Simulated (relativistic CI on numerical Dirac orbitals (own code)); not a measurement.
**Zr XXXIX (Zr³⁸⁺): levels and lines**

The task is the spectrum of Zr³⁸⁺: levels, purity of their labels, lifetimes and lines; runs with one setting changed show what the result hangs on.

The numbers are computed with relativistic CI on numerical Dirac orbitals (own code) version 2 (Dirac-Coulomb-Breit CI, KLI orbitals optimised for each configuration, model QED (radiative potential, 1s self-energy scaled to tabulated hydrogen-like ionisation energies)), except any that are marked as measured or tabulated.

## 1. The atom as given

```
ion                       : Zr³⁸⁺ (Zr XXXIX)
nuclear charge            : 40
electrons                 : 2
isotope                   : A = 90
first configuration typed : 1s2
```

Outer shells as boxes (Hund's rule):

first configuration typed
```
1s [↑↓]
```

## 2. Base run

The run's settings:

```ini
atom Zr  Z=40  charge=38  electrons=2
nucleus A=90  rms_radius_fm=4.2694
hamiltonian dirac-coulomb  breit=on  qed=on  c_scale=1
orbitals kli  potential=per-configuration
slater_scale 1
correlation none
mixing on
configurations
  1s2
  1s 2s
  1s 2p
  1s 3s
  1s 3p
  1s 3d
  1s 4s
  1s 4p
  1s 4d
  1s 4f
  1s 5s
  1s 5p
  1s 5d
  1s 5f
  1s 5g
  1s 6s
  1s 6p
  1s 6d
end
```

## 3. Without configuration mixing

Settings: those of step 2 with these lines changed.

```diff
@@ -6,3 +6,3 @@
 correlation none
-mixing on
+mixing off
 configurations
```

## 4. One common potential

Settings: those of step 3 with these lines changed.

```diff
@@ -3,6 +3,6 @@
 hamiltonian dirac-coulomb  breit=on  qed=on  c_scale=1
-orbitals kli  potential=per-configuration
+orbitals kli  potential=mean
 slater_scale 1
 correlation none
-mixing off
+mixing on
 configurations
```

(Steps that only read results are left out.)

**Question.** What will these runs give? Wanted: lowest level; first excitation; lowest level of the other parity; fastest E1 line; ionisation energy.

As calculated:

| run | time | mean size of shift, levels followed (cm⁻¹) | lowest level | ionisation energy (eV) |
| --- | --- | --- | --- | --- |
| main run | 0.91 s | 0 | 1s2 1S0 | 21514 |
| without configuration mixing | 0.87 s | 421 | 1s2 1S0 | - |
| one common potential | 0.75 s | 3231 | 1s2 1S0 | - |

The tabulated theoretical ionisation energy (NIST) is 21516.5 eV.

| quantity | value |
| --- | --- |
| lowest level | 1s2 1S0 |
| first excitation | 1s 2s 3S1, 16133.62 eV |
| lowest level of the other parity | 1s 2p 3P°0, 16185.19 eV |
| levels in the model | 59 |
| fastest E1 line (by rate) to the lowest level | 0.07598 nm, from 1s 2p [1s 2p3/2] J=1° |
| ionisation energy | 21514 eV |
| ionisation energy, tabulated theoretical (NIST) | 21516.5 eV |

**Reading.** The lowest level is 1s2 1S0, 100 % pure in LS and 100 % in jj coupling; over the low levels the means are 91 and 100 %, so jj coupling describes them better. The ionisation energy from the two ground configurations alone is 0.0095 % below the tabulated theoretical value. Of the changes tried, the run «one common potential» moves the low levels most, by 3231 cm⁻¹ on average. Lifetimes count radiative decay inside the model alone.
